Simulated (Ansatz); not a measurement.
Born–Oppenheimer molecular dynamics of a periodic cell of 16 atoms, Cs (start crystal Cs, start structure Pbcm, volume 1 times the crystal's). It goes on from the last frame of an earlier run, with new velocities.

Theory: Ansatz, DFT r2SCAN-D3(BJ), scalar-relativistic, plane waves, PAW. Settings: accuracy low, cutoff 500 eV, k mesh 1x1x1, fermi-dirac smearing 0.16 eV, no spin polarisation.

| Quantity | Value |
| --- | --- |
| ensemble | NPT, Langevin |
| time step | 4.5 fs |
| steps asked | 260 |
| set temperature | 1260 K |
| friction | 0.01 /fs |
| pressure | 5 GPa |
| seed | 694816 |

First frame:

```xyz
16
Lattice="11.0385 0.0000 0.0000 0.0000 10.0517 0.0000 0.0000 0.0000 17.9762" Properties=species:S:1:pos:R:3
Cs 4.561 3.215 6.944
Cs 2.685 5.974 3.314
Cs 5.063 1.496 3.063
Cs 1.553 9.151 6.912
Cs 4.082 3.945 15.593
Cs 1.253 6.338 11.517
Cs 5.228 1.069 12.128
Cs 2.292 8.952 16.624
Cs 10.232 4.370 7.046
Cs 7.024 6.291 1.236
Cs 9.206 2.157 2.380
Cs 7.007 8.372 6.477
Cs 9.761 3.819 15.959
Cs 7.207 5.990 11.964
Cs 10.193 1.160 11.636
Cs 6.589 9.269 16.199
```

(1) What does the run give?

(2) What happens to the structure?

(3) How do temperature and energy run in time?

Results:

(1) The run went to its last step.

```json
{"steps done": "260", "time covered": "1170 fs", "mean temperature over the second half": "1354 K", "spread of the potential energy over the second half": "64.0 meV per atom", "mean potential energy of the second half above the start": "424.8 meV per atom", "mean pressure over the second half": "5.3 GPa"}
```

The conserved energy stayed within 0.22 meV per atom of its start (net change 0.089 meV per atom), so the integration is sound. A run of 1.2 ps of so small a system gives no equilibrium averages. Limits of this set-up: coarse k mesh, low accuracy level. The cell's volume went from 1995 to 758 Å³.

(2) Mean squared displacements from the first frame to the last, about the centre of mass, the cell's change included: Cs 4.74 Å². Another seed would give other details.

(3) 
```tsv
time (fs)	T (K)	potential energy less start (eV)	conserved less start (meV/atom)	P (GPa)	volume (Å³)
0	1181	0.000	0.00	0.1	1994.6
58.5	1602	0.195	-0.07	0.3	1864.6
117	1632	0.901	-0.09	0.6	1596.0
175.5	1631	2.263	-0.11	1.1	1364.7
234	1233	3.660	-0.03	1.7	1151.1
292.5	1690	4.126	-0.05	2.4	1009.2
351	1568	4.733	0.00	3.0	921.4
409.5	1457	6.451	0.04	4.1	852.4
468	1343	6.917	0.09	4.8	804.1
526.5	2047	6.361	0.05	5.1	774.8
585	1423	5.886	0.11	4.7	775.9
643.5	1509	5.498	0.12	4.6	770.6
702	1332	6.231	0.12	5.0	755.7
760.5	1091	6.432	0.15	5.1	752.2
819	1459	5.823	0.10	4.9	753.6
877.5	1243	5.881	0.15	4.8	755.7
936	1150	7.027	0.16	5.4	747.0
994.5	1205	8.293	0.15	6.1	737.4
1053	1420	8.132	0.10	6.1	732.5
1111.5	1289	8.274	0.16	6.0	738.5
1170	1352	7.240	0.09	5.4	757.6
```

Run time: 17 min on 4 threads of AMD EPYC 9R45 96-Core Processor (Zen 5) (shared host), peak memory 3 GiB.
